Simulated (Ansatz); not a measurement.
**BBrClHS: rotation by 180° about the S1–B2 bond**

Aim: the minimum-energy path and barrier of the rotation by 180° about the S1–B2 bond. The ends are relaxed first, then joined by a nudged elastic band. SMILES of the start: SB(Cl)Br.

Method: RKS B3LYP-D4/def2-SVP, in Ansatz 0.2.0.

## 1. The starting structure

Bond lengths: S1–B2 1.834 Å, B2–Cl3 1.812 Å, B2–Br4 1.947 Å, S1–H5 1.415 Å. Angles: S1–B2–Cl3 118.8°, S1–B2–Br4 122.3°, Cl3–B2–Br4 118.8°, B2–S1–H5 93.9°.

Structure file:

```xyz
5

S    -0.3571    1.3537    0.4658
B    -0.0886   -0.4381    0.1826
Cl    1.3231   -1.2466    0.9816
Br   -1.2222   -1.4869   -1.0038
H     0.3946    1.7442   -0.6677
```

## 2. Relaxing end A

input.yaml reads:

```yaml
crystal:
  periodic: [false, false, false]
  atoms:
    - { symbol: S, position_ang: [-0.3571, 1.3537, 0.4658] }
    - { symbol: B, position_ang: [-0.0886, -0.4381, 0.1826] }
    - { symbol: Cl, position_ang: [1.3231, -1.2466, 0.9816] }
    - { symbol: Br, position_ang: [-1.2222, -1.4869, -1.0038] }
    - { symbol: H, position_ang: [0.3946, 1.7442, -0.6677] }
basis:
  gaussian: { orbitals: def2-SVP }
hamiltonian:
  xc: b3lyp
  dispersion: d4
relax:
  f_tol: 0.015
  max_steps: 40
```

Launch:

```
> ansatz run input.yaml --threads 1 --pin off --max-ram 2048MiB --backend cpu --events-out ev --progress --plain --runs-dir out
```

Output, cut to the lines that bear on the results:

```text
Warning: RAYON_NUM_THREADS=1 ignored (pool sized by the plan → 1); use --threads N
[...]
Functional definition: B3LYP
[...]
896 factors; integrals over basis functions are off by at most 2.4e-4 eV
[...]
mean field -94084.53345538 eV, -3457.5428316981 hartree, gradient 5.2e-5 eV, S^2 0.000000; 0 other end points of the search recorded, 0 dependent functions left out
[...]
reference -94084.53367257 eV, -3457.5428396796 hartree; 37, 37 occupied and 50, 50 virtual orbitals, 896 factors
relax step   1: F+E_penalty+E_count = -94084.81565424 eV  Δ(F+E_penalty+E_count) = +0.000e0 eV  max|allowed force component| = 1.014e0 eV/Å  Δτ_max = 0.0000 Å  (25 SCF iters, accepted)
[...]
relax step   4: F+E_penalty+E_count = -94084.96293621 eV  Δ(F+E_penalty+E_count) = -7.366e-2 eV  max|allowed force component| = 2.617e-1 eV/Å  Δτ_max = 0.1118 Å  (30 SCF iters, accepted)
[...]
relax step   7: F+E_penalty+E_count = -94085.19560438 eV  Δ(F+E_penalty+E_count) = -5.411e-2 eV  max|allowed force component| = 2.172e0 eV/Å  Δτ_max = 0.1954 Å  (30 SCF iters, accepted)
[...]
relax step  10: F+E_penalty+E_count = -94085.47196707 eV  Δ(F+E_penalty+E_count) = -4.718e-3 eV  max|allowed force component| = 1.310e-1 eV/Å  Δτ_max = 0.0283 Å  (31 SCF iters, accepted)
[...]
relax step  11: F+E_penalty+E_count = -94085.47325566 eV  Δ(F+E_penalty+E_count) = -1.289e-3 eV  max|allowed force component| = 2.333e-2 eV/Å  Δτ_max = 0.0163 Å  (31 SCF iters, accepted)
[...]
relax step  12: F+E_penalty+E_count = -94085.47328142 eV  Δ(F+E_penalty+E_count) = -2.576e-5 eV  max|allowed force component| = 4.126e-3 eV/Å  Δτ_max = 0.0014 Å  (20 SCF iters, accepted)
896 factors; integrals over basis functions are off by at most 2.7e-4 eV
[...]
mean field -94085.18563041 eV, -3457.5667986884 hartree, gradient 8.1e-5 eV, S^2 0.000000; 1 other end points of the search recorded, 0 dependent functions left out
[...]
reference -94085.18584422 eV, -3457.5668065456 hartree; 37, 37 occupied and 50, 50 virtual orbitals, 896 factors
Total energy: -94085.47349522 eV, -3457.5773775250 hartree
Atom 0 at     0.341637     1.348629     0.328444 Å, force     0.002123    -0.000738     0.004126 eV/Å
Atom 1 at     0.141512    -0.429910     0.177567 Å, force    -0.002277    -0.001175    -0.003958 eV/Å
Atom 2 at     1.013378    -1.447038     1.315301 Å, force    -0.001103     0.001312    -0.001488 eV/Å
Atom 3 at    -0.976365    -1.239417    -1.166122 Å, force     0.002535     0.000969     0.003837 eV/Å
Atom 4 at    -0.470361     1.694037    -0.696691 Å, force    -0.001278    -0.000368    -0.002517 eV/Å
Dipole moment:    -0.086302     0.197690    -0.117697 e Å
```

Wall time 45 s (1 thread of Arm Neoverse V2, shared host); peak memory 0.18 GiB.

Relaxation path:

| step | energy from step 1 (eV) | largest force component (eV/Å) |
| --- | --- | --- |
| 1 | 0.0000 | 1.0141 |
| 2 | -0.0432 | 0.8991 |
| 3 | -0.0736 | 0.7139 |
| 4 | -0.1473 | 0.2617 |
| 5 | -0.1853 | 0.3519 |
| 6 | -0.3258 | 0.8691 |
| 7 | -0.3799 | 2.1723 |
| 8 | -0.6117 | 0.7392 |
| 9 | -0.6516 | 0.4791 |
| 10 | -0.6563 | 0.1310 |
| 11 | -0.6576 | 0.0233 |
| 12 | -0.6576 | 0.0041 |

Step 1 is the start.

After: Bond lengths: S1–B2 1.796 Å, B2–Cl3 1.758 Å, B2–Br4 1.926 Å, S1–H5 1.353 Å. Angles: S1–B2–Cl3 117.6°, S1–B2–Br4 122.6°, Cl3–B2–Br4 119.8°, B2–S1–H5 97.0°.

## 3. End point B

The second end starts from a geometry with the move made by hand.

input.yaml reads:

```yaml
crystal:
  periodic: [false, false, false]
  atoms:
    - { symbol: S, position_ang: [-0.3571, 1.3537, 0.4658] }
    - { symbol: B, position_ang: [-0.0886, -0.4381, 0.1826] }
    - { symbol: Cl, position_ang: [-1.24457, -1.33616, -0.88613] }
    - { symbol: Br, position_ang: [1.35014, -1.4256, 1.04716] }
    - { symbol: H, position_ang: [0.3946, 1.7442, -0.6677] }
basis:
  gaussian: { orbitals: def2-SVP }
hamiltonian:
  xc: b3lyp
  dispersion: d4
relax:
  f_tol: 0.015
  max_steps: 40
```

Launch:

```
> ansatz run input.yaml --threads 1 --pin off --max-ram 2048MiB --backend cpu --events-out ev --progress --plain --runs-dir out
```

Output, cut to the lines that bear on the results:

```text
Warning: RAYON_NUM_THREADS=1 ignored (pool sized by the plan → 1); use --threads N
[...]
[... 1 set-up line as earlier in the session ...]
[...]
896 factors; integrals over basis functions are off by at most 2.4e-4 eV
[...]
mean field -94084.54001806 eV, -3457.5430728720 hartree, gradient 4.0e-5 eV, S^2 0.000000; 0 other end points of the search recorded, 0 dependent functions left out
[...]
reference -94084.54023470 eV, -3457.5430808334 hartree; 37, 37 occupied and 50, 50 virtual orbitals, 896 factors
relax step   1: F+E_penalty+E_count = -94084.82191507 eV  Δ(F+E_penalty+E_count) = +0.000e0 eV  max|allowed force component| = 1.016e0 eV/Å  Δτ_max = 0.0000 Å  (25 SCF iters, accepted)
[...]
relax step   3: F+E_penalty+E_count = -94084.96361019 eV  Δ(F+E_penalty+E_count) = -6.078e-2 eV  max|allowed force component| = 4.193e-1 eV/Å  Δτ_max = 0.1687 Å  (28 SCF iters, accepted)
[...]
896 factors; integrals over basis functions are off by at most 2.8e-4 eV
mean field -94085.18922624 eV, -3457.5669308324 hartree, gradient 1.3e-5 eV, S^2 0.000000; 1 other end points of the search recorded, 0 dependent functions left out
[...]
reference -94085.18944044 eV, -3457.5669387041 hartree; 37, 37 occupied and 50, 50 virtual orbitals, 896 factors
Total energy: -94085.47680767 eV, -3457.5774992552 hartree
Atom 0 at     0.330848     1.334078     0.352803 Å, force    -0.001590     0.003402    -0.002172 eV/Å
Atom 1 at     0.100769    -0.435249     0.155458 Å, force     0.000692    -0.003141     0.001252 eV/Å
Atom 2 at    -0.946120    -1.130648    -1.075196 Å, force    -0.000495    -0.000818    -0.000661 eV/Å
Atom 3 at     1.059119    -1.585356     1.362999 Å, force    -0.000065    -0.000367    -0.000143 eV/Å
Atom 4 at    -0.490146     1.715215    -0.654334 Å, force     0.001458     0.000924     0.001723 eV/Å
Dipole moment:    -0.115452     0.205891    -0.148528 e Å
```

It took 37 s on 1 thread of Arm Neoverse V2, shared host; peak memory 0.18 GiB.

Step by step:

| step | energy from step 1 (eV) | largest force component (eV/Å) |
| --- | --- | --- |
| 1 | 0.0000 | 1.0158 |
| 2 | -0.0809 | 0.5985 |
| 3 | -0.1417 | 0.4193 |
| 4 | -0.1965 | 1.3826 |
| 5 | -0.3206 | 1.8871 |
| 6 | -0.5702 | 0.7148 |
| 7 | -0.6512 | 0.1637 |
| 8 | -0.6546 | 0.0353 |
| 9 | -0.6547 | 0.0034 |

Step 1 is the start.

After: Bond lengths: S1–B2 1.795 Å, B2–Cl3 1.759 Å, B2–Br4 1.923 Å, S1–H5 1.354 Å. Angles: S1–B2–Cl3 122.9°, S1–B2–Br4 117.2°, Cl3–B2–Br4 120.0°, B2–S1–H5 96.8°.

## 4. Nudged elastic band

crystal.atoms is end A as relaxed above, and neb.final_atoms is end B, turned to lie on A. With 5 inner images the band has 7 in all.

input.yaml reads:

```yaml
crystal:
  periodic: [false, false, false]
  atoms:
    - { symbol: S, position_ang: [0.341637, 1.348629, 0.328444] }
    - { symbol: B, position_ang: [0.141512, -0.42991, 0.177567] }
    - { symbol: Cl, position_ang: [1.013378, -1.447038, 1.315301] }
    - { symbol: Br, position_ang: [-0.976365, -1.239417, -1.166122] }
    - { symbol: H, position_ang: [-0.470361, 1.694037, -0.696691] }
basis:
  gaussian: { orbitals: def2-SVP }
hamiltonian:
  xc: b3lyp
  dispersion: d4
neb:
  order_check: false
  images: 5
  f_tol: 0.03
  max_iterations: 57
  initial_path: idpp
  final_atoms:
    - { symbol: S, position_ang: [-0.32309621, 1.28780105, -0.49275107] }
    - { symbol: B, position_ang: [-0.07246191, -0.44287354, -0.08735335] }
    - { symbol: Cl, position_ang: [0.96499343, -0.97451135, 1.22988364] }
    - { symbol: Br, position_ang: [-0.99716277, -1.73996692, -1.16522773] }
    - { symbol: H, position_ang: [0.47752845, 1.79585176, 0.4739475] }
```

Launch:

```
> ansatz run input.yaml --threads 1 --pin off --max-ram 2048MiB --backend cpu --events-out ev --progress --plain --runs-dir out
```

Output, cut to the lines that bear on the results:

```text
Warning: RAYON_NUM_THREADS=1 ignored (pool sized by the plan → 1); use --threads N
[...]
[... 1 set-up line as earlier in the session ...]
[...]
893 factors; integrals over basis functions are off by at most 2.6e-4 eV
[...]
mean field -94085.18560960 eV, -3457.5667979236 hartree, gradient 1.5e-5 eV, S^2 0.000000; 0 other end points of the search recorded, 0 dependent functions left out
[...]
reference -94085.18582435 eV, -3457.5668058153 hartree; 37, 37 occupied and 50, 50 virtual orbitals, 893 factors
893 factors; integrals over basis functions are off by at most 2.4e-4 eV
[...]
mean field -94085.18921691 eV, -3457.5669304896 hartree, gradient 1.4e-5 eV, S^2 0.000000; 0 other end points of the search recorded, 0 dependent functions left out
[...]
reference -94085.18943259 eV, -3457.5669384157 hartree; 37, 37 occupied and 50, 50 virtual orbitals, 893 factors
[...]
NEB iter   1: max|band force component| = 1.779e0 eV/Å  barrier→ = 1.0042 eV  barrier← = 1.0075 eV  Δτ_max = 0.1999 Å  (178 SCF iters)
[...]
NEB iter   7: max|band force component| = 3.842e-2 eV/Å  barrier→ = 0.5563 eV  barrier← = 0.5596 eV  CI = image 3  Δτ_max = 0.0013 Å  (119 SCF iters)
[...]
NEB iter   8: max|band force component| = 1.085e-2 eV/Å  barrier→ = 0.5562 eV  barrier← = 0.5595 eV  CI = image 3  Δτ_max = 0.0000 Å  (238 SCF iters)
Total energy: -94084.91726577 eV, -3457.5569364695 hartree
Atom 0 at     0.666178     1.298194    -0.326230 Å, force     0.008349     0.000265    -0.003755 eV/Å
Atom 1 at     0.151227    -0.446211     0.011711 Å, force     0.004520    -0.006133     0.010510 eV/Å
Atom 2 at     0.416892    -1.180214     1.581378 Å, force    -0.002039     0.002185    -0.007009 eV/Å
Atom 3 at    -0.643239    -1.523136    -1.364324 Å, force    -0.001935    -0.001930    -0.002147 eV/Å
Atom 4 at    -0.541257     1.777668     0.055964 Å, force    -0.008895     0.005613     0.002401 eV/Å
Dipole moment:    -0.158011     0.078020     0.069085 e Å
this run last wrote the band of iteration 8 to <dir>
```

Wall time 2.5 min (1 thread of Arm Neoverse V2, shared host); peak memory 0.18 GiB.

## 5. The band, image by image

The 5 inner images lie between the fixed ends 0 and 6. Energy is taken from image 0, and the path length is the program's own coordinate along the band.

| image | path (Å) | energy (eV) | dihedral H5–S1–B2–Br4 (°) | band force (eV/Å) |
| --- | --- | --- | --- | --- |
| 0 | 0.000 | 0.0000 | 0 | - |
| 1 | 0.461 | 0.1406 | 32 | 0.009 |
| 2 | 0.921 | 0.4179 | 62 | 0.011 |
| 3* | 1.382 | 0.5562 | 91 | 0.010 |
| 4 | 1.846 | 0.4162 | 120 | 0.007 |
| 5 | 2.311 | 0.1371 | 150 | 0.006 |
| 6 | 2.776 | -0.0033 | 180 | - |

The star marks the climbing image.

image, energy (eV) and a bar:
```
        0      0.000 
        1      0.141 ########
        2      0.418 #######################
        3      0.556 ##############################
        4      0.416 ######################
        5      0.137 ########
        6     -0.003
```

The top of the band by iteration:

| iteration | highest image above image 0 (eV) | largest band force (eV/Å) |
| --- | --- | --- |
| 1 | 1.0042 | 1.779 |
| 2 | 0.6297 | 0.862 |
| 3 | 0.6028 | 0.448 |
| 4 | 0.5819 | 0.391 |
| 5 | 0.5610 | 0.209 |
| 6 | 0.5566 | 0.080 |
| 7 | 0.5563 | 0.038 |
| 8 | 0.5562 | 0.011 |

Positions of all images (Å):

```xyz
5
image=0 dE=0.0000
S     0.342    1.349    0.328
B     0.142   -0.430    0.178
Cl    1.013   -1.447    1.315
Br   -0.976   -1.239   -1.166
H    -0.470    1.694   -0.697
5
image=1 dE=0.1406
S     0.544    1.328    0.142
B     0.158   -0.438    0.119
Cl    0.805   -1.414    1.428
Br   -0.874   -1.296   -1.261
H    -0.583    1.746   -0.469
5
image=2 dE=0.4179
S     0.669    1.312   -0.094
B     0.159   -0.443    0.066
Cl    0.592   -1.314    1.523
Br   -0.774   -1.396   -1.320
H    -0.596    1.768   -0.216
5
image=3 dE=0.5562
S     0.666    1.298   -0.326
B     0.151   -0.446    0.012
Cl    0.417   -1.180    1.581
Br   -0.643   -1.523   -1.364
H    -0.541    1.778    0.056
5
image=4 dE=0.4162
S     0.505    1.282   -0.510
B     0.126   -0.448   -0.036
Cl    0.300   -1.057    1.602
Br   -0.451   -1.660   -1.407
H    -0.430    1.810    0.310
5
image=5 dE=0.1371
S     0.232    1.271   -0.617
B     0.088   -0.448   -0.077
Cl    0.211   -0.966    1.598
Br   -0.209   -1.759   -1.449
H    -0.273    1.828    0.504
5
image=6 dE=-0.0033
S    -0.227    1.346   -0.376
B    -0.102   -0.427   -0.125
Cl    0.886   -1.146    1.141
Br   -1.108   -1.555   -1.314
H     0.601    1.708    0.633
```

## 6. Vibrations at the top

The geometry is the highest inner image of the first converged band.

input.yaml reads:

```yaml
crystal:
  periodic: [false, false, false]
  atoms:
    - { symbol: S, position_ang: [0.666178, 1.298194, -0.32623] }
    - { symbol: B, position_ang: [0.151227, -0.446211, 0.011711] }
    - { symbol: Cl, position_ang: [0.416892, -1.180214, 1.581378] }
    - { symbol: Br, position_ang: [-0.643239, -1.523136, -1.364324] }
    - { symbol: H, position_ang: [-0.541257, 1.777668, 0.055964] }
basis:
  gaussian: { orbitals: def2-SVP }
hamiltonian:
  xc: b3lyp
  dispersion: d4
phonons: {}
```

Launch:

```
> ansatz run input.yaml --threads 1 --pin off --max-ram 2048MiB --backend cpu --events-out ev --progress --plain --runs-dir out
```

Output, cut to the lines that bear on the results:

```text
Warning: RAYON_NUM_THREADS=1 ignored (pool sized by the plan → 1); use --threads N
[...]
[... 1 set-up line as earlier in the session ...]
[...]
894 factors; integrals over basis functions are off by at most 2.2e-4 eV
[...]
mean field -94084.63155350 eV, -3457.5464367374 hartree, gradient 2.1e-5 eV, S^2 0.000000; 0 other end points of the search recorded, 0 dependent functions left out
[...]
reference -94084.63177062 eV, -3457.5464447162 hartree; 37, 37 occupied and 50, 50 virtual orbitals, 894 factors
[...]
894 factors; integrals over basis functions are off by at most 2.2e-4 eV
[...]
mean field -94084.63152563 eV, -3457.5464357131 hartree, gradient 2.9e-6 eV, S^2 0.000000; 0 other end points of the search recorded, 0 dependent functions left out
[...]
reference -94084.63174271 eV, -3457.5464436906 hartree; 37, 37 occupied and 50, 50 virtual orbitals, 894 factors
[...]
894 factors; integrals over basis functions are off by at most 2.2e-4 eV
[...]
mean field -94084.63154394 eV, -3457.5464363862 hartree, gradient 1.9e-6 eV, S^2 0.000000; 0 other end points of the search recorded, 0 dependent functions left out
[...]
reference -94084.63176107 eV, -3457.5464443653 hartree; 37, 37 occupied and 50, 50 virtual orbitals, 894 factors
WARN: phonons: modes at or below zero, which the zero-point energy, F, S and C_V leave out: 1, the lowest at -436.87 cm⁻¹. A minimum has none, and a first-order saddle one
Total energy: -94084.91728758 eV, -3457.5569372710 hartree
Atom 0 at     0.666178     1.298194    -0.326230 Å, force     0.008391     0.000280    -0.003675 eV/Å
Atom 1 at     0.151227    -0.446211     0.011711 Å, force     0.004489    -0.006201     0.010501 eV/Å
Atom 2 at     0.416892    -1.180214     1.581378 Å, force    -0.001998     0.002225    -0.007018 eV/Å
Atom 3 at    -0.643239    -1.523136    -1.364324 Å, force    -0.001959    -0.001912    -0.002154 eV/Å
Atom 4 at    -0.541257     1.777668     0.055964 Å, force    -0.008922     0.005607     0.002346 eV/Å
Dipole moment:    -0.158012     0.078020     0.069084 e Å
Vibrations: -436.87 203.33 219.72 375.72 391.05 765.57 843.42 921.78 2665.78 cm⁻¹, zero-point energy 0.395903 eV
```

Wall time 65 s (1 thread of Arm Neoverse V2, shared host); peak memory 0.18 GiB.

Of 9 modes, 1 is imaginary by more than 30 cm⁻¹ (437i cm⁻¹).

## 7. The band again, with other settings

crystal.atoms is end A as relaxed above, and neb.final_atoms is end B, turned to lie on A. With 5 inner images the band has 7 in all.

input.yaml reads:

```yaml
crystal:
  periodic: [false, false, false]
  atoms:
    - { symbol: S, position_ang: [0.341637, 1.348629, 0.328444] }
    - { symbol: B, position_ang: [0.141512, -0.42991, 0.177567] }
    - { symbol: Cl, position_ang: [1.013378, -1.447038, 1.315301] }
    - { symbol: Br, position_ang: [-0.976365, -1.239417, -1.166122] }
    - { symbol: H, position_ang: [-0.470361, 1.694037, -0.696691] }
basis:
  gaussian: { orbitals: def2-SVP }
hamiltonian:
  xc: b3lyp
  dispersion: d4
neb:
  order_check: false
  images: 5
  f_tol: 0.5
  max_iterations: 60
  initial_path: idpp
  final_atoms:
    - { symbol: S, position_ang: [-0.32309621, 1.28780105, -0.49275107] }
    - { symbol: B, position_ang: [-0.07246191, -0.44287354, -0.08735335] }
    - { symbol: Cl, position_ang: [0.96499343, -0.97451135, 1.22988364] }
    - { symbol: Br, position_ang: [-0.99716277, -1.73996692, -1.16522773] }
    - { symbol: H, position_ang: [0.47752845, 1.79585176, 0.4739475] }
```

Launch:

```
> ansatz run input.yaml --threads 1 --pin off --max-ram 2048MiB --backend cpu --events-out ev --progress --plain --runs-dir out
```

Output, cut to the lines that bear on the results:

```text
Warning: RAYON_NUM_THREADS=1 ignored (pool sized by the plan → 1); use --threads N
[...]
[... 1 set-up line as earlier in the session ...]
[...]
893 factors; integrals over basis functions are off by at most 2.6e-4 eV
[...]
mean field -94085.18560960 eV, -3457.5667979236 hartree, gradient 1.5e-5 eV, S^2 0.000000; 0 other end points of the search recorded, 0 dependent functions left out
[...]
reference -94085.18582435 eV, -3457.5668058153 hartree; 37, 37 occupied and 50, 50 virtual orbitals, 893 factors
893 factors; integrals over basis functions are off by at most 2.4e-4 eV
[...]
mean field -94085.18921691 eV, -3457.5669304896 hartree, gradient 1.4e-5 eV, S^2 0.000000; 0 other end points of the search recorded, 0 dependent functions left out
[...]
reference -94085.18943259 eV, -3457.5669384157 hartree; 37, 37 occupied and 50, 50 virtual orbitals, 893 factors
[...]
NEB iter   1: max|band force component| = 1.779e0 eV/Å  barrier→ = 1.0042 eV  barrier← = 1.0075 eV  Δτ_max = 0.1999 Å  (178 SCF iters)
[...]
NEB iter   2: max|band force component| = 8.615e-1 eV/Å  barrier→ = 0.6298 eV  barrier← = 0.6331 eV  Δτ_max = 0.0879 Å  (148 SCF iters)
[...]
NEB iter   3: max|band force component| = 4.476e-1 eV/Å  barrier→ = 0.6030 eV  barrier← = 0.6063 eV  CI = image 3  Δτ_max = 0.0000 Å  (277 SCF iters)
Total energy: -94084.87052826 eV, -3457.5552188979 hartree
Atom 0 at     0.616918     1.273710    -0.292545 Å, force     0.443715     0.317345    -0.273520 eV/Å
Atom 1 at     0.114429    -0.465221     0.012741 Å, force    -0.182345    -0.371134     0.203773 eV/Å
Atom 2 at     0.448986    -1.218669     1.572458 Å, force    -0.089576     0.069898    -0.192679 eV/Å
Atom 3 at    -0.618190    -1.592695    -1.376949 Å, force     0.073733     0.235089     0.176044 eV/Å
Atom 4 at    -0.512342     1.929176     0.042794 Å, force    -0.245527    -0.251198     0.086382 eV/Å
Dipole moment:    -0.175968     0.120992     0.066413 e Å
this run last wrote the band of iteration 3 to <dir>
```

It took 73 s on 1 thread of Arm Neoverse V2, shared host; peak memory 0.18 GiB.

## 8. The band, image by image

Images 0 and 6 are the ends. Energies count from image 0; the path length is the program's own measure over all atoms.

| image | path (Å) | energy (eV) | dihedral H5–S1–B2–Br4 (°) | band force (eV/Å) |
| --- | --- | --- | --- | --- |
| 0 | 0.000 | 0.0000 | 0 | - |
| 1 | 0.450 | 0.1504 | 28 | 0.308 |
| 2 | 0.902 | 0.4500 | 61 | 0.408 |
| 3* | 1.356 | 0.6030 | 93 | 0.448 |
| 4 | 1.810 | 0.4415 | 123 | 0.389 |
| 5 | 2.261 | 0.1423 | 152 | 0.303 |
| 6 | 2.711 | -0.0033 | 180 | - |

The star marks the climbing image.

image, energy (eV) and a bar:
```
        0      0.000 
        1      0.150 ########
        2      0.450 ######################
        3      0.603 ##############################
        4      0.441 ######################
        5      0.142 #######
        6     -0.003
```

## 9. Outcome

| quantity | value |
| --- | --- |
| end A | 11 moves, 0.658 eV lower |
| end B | 8 moves, 0.655 eV lower |
| first band: barrier forwards | 0.556 eV |
| first band: barrier backwards | 0.560 eV |
| first band: second end relative to first | -0.003 eV |
| first band: highest image | 3 of 0 to 6, climbing |
| first band: band iterations | 8 |
| imaginary modes at the top | 437i cm⁻¹ |
| second band | top 0.603 eV above image 0, 3 iterations, 5 inner images |
| time, first and second band | 2.5 min and 73 s |

In words: In the first band: the barrier from the first end is 0.56 eV, 22 times kT at 300 K; with a typical attempt rate of 10^13 per second that is roughly 10^4 events a second. The two ends lie within 4 meV of each other. The listed dihedral goes from 0° at end A through 91° at the highest image to 180° at end B. One imaginary mode, as a first-order saddle point has. The second band's top lies 47 meV above the first's. As for the second band: the force threshold is loose, so the band stops early. Zero-point energy and entropy are left out.
